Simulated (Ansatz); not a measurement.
# C3H7NSn: how energies converge with the basis set

One table from this session's results is given with a row withheld; the runs are named, their logs left out.

Computed with Ansatz 0.2.0, Gaussian basis. Level: one geometry, several basis sets.

The runs, in order: PBE0-D4/def2-SVP; ωB97M-V/def2-SVP; PBE0-D4/def2-QZVPP; ωB97M-V/def2-QZVPP; the functionals' def2-TZVPP values are taken from earlier runs.

## Structure used throughout

An earlier PBE0-D4 in a triple-zeta def2 set relaxation fixed the geometry. Sn takes the def2 core potential; no spin-orbit term is included.

SMILES `CC1=N[CH]1[SnH3]`, 12 atoms, charge 0, spin multiplicity 1.

Atoms are counted from 1 here; the program's logs count them from 0.

Bond lengths: C1–C2 1.465 Å, C1–H6 1.091 Å, C1–H7 1.093 Å, C1–H8 1.093 Å, C2–N3 1.246 Å, C2–C4 1.449 Å, N3–C4 1.549 Å, C4–Sn5 2.140 Å, C4–H9 1.090 Å, Sn5–H10 1.707 Å, Sn5–H11 1.710 Å, Sn5–H12 1.711 Å. Angles: C2–C1–H6 110.8°, C2–C1–H7 109.9°, C2–C1–H8 109.6°, H6–C1–H7 109.7°, H6–C1–H8 109.6°, H7–C1–H8 107.1°, C1–C2–N3 141.4°, C1–C2–C4 148.9°, N3–C2–C4 69.7°, C2–N3–C4 61.3°, C2–C4–N3 49.0°, C2–C4–Sn5 123.3°, C2–C4–H9 117.6°, N3–C4–Sn5 118.5°, N3–C4–H9 114.3°, Sn5–C4–H9 116.3°, C4–Sn5–H10 110.7°, C4–Sn5–H11 108.0° and more.

Set-up of the first run:

Input file in.yaml:

```yaml
crystal:
  periodic: [false, false, false]
  atoms:
    - {symbol: C, position_ang: [-1.202699, -1.330969, 1.201452]}
    - {symbol: C, position_ang: [-0.749492, -0.014448, 0.744804]}
    - {symbol: N, position_ang: [-1.184636, 1.108477, 0.423895]}
    - {symbol: C, position_ang: [0.342362, 0.855833, 0.358997]}
    - {symbol: Sn, position_ang: [1.283009, 0.777299, -1.561532]}
    - {symbol: H, position_ang: [-2.288830, -1.355160, 1.297859]}
    - {symbol: H, position_ang: [-0.742022, -1.569947, 2.163377]}
    - {symbol: H, position_ang: [-0.880313, -2.097206, 0.491105]}
    - {symbol: H, position_ang: [0.911179, 1.336052, 1.155859]}
    - {symbol: H, position_ang: [1.340880, 2.330123, -2.268218]}
    - {symbol: H, position_ang: [0.368987, -0.270831, -2.555808]}
    - {symbol: H, position_ang: [2.878476, 0.175780, -1.417893]}
basis:
  gaussian: {orbitals: def2-SVP}
hamiltonian: {xc: pbe0, dispersion: d4}
output: {orbitals: {seedname: orbitals}}
```

Steps of the session up to this table: PBE0-D4 in def2-SVP; ωB97M-V in def2-SVP; PBE0-D4 in def2-QZVPP; ωB97M-V in def2-QZVPP.

One table of the session follows, with a row left open; its other results are not shown here.

It belongs to the step «Density functionals: the series». 

| functional | basis | HOMO (eV) | LUMO (eV) |
| --- | --- | --- | --- |
| PBE0-D4 | def2-SVP | -7.28 | -0.13 |
| PBE0-D4 | def2-TZVPP | -7.31 | -0.29 |
| PBE0-D4 | def2-QZVPP | -7.32 | -0.34 |
| ωB97M-V | def2-SVP | ? | ? |
| ωB97M-V | def2-TZVPP | -9.47 | 1.61 |
| ωB97M-V | def2-QZVPP | -9.48 | 1.25 |

**Question.** Estimate the row for ωB97M-V, def2-SVP.

As computed: HOMO (eV): -9.41; LUMO (eV): 2.15. In the column «HOMO (eV)» it lies between ωB97M-V, def2-TZVPP (-9.47) and PBE0-D4, def2-QZVPP (-7.32).
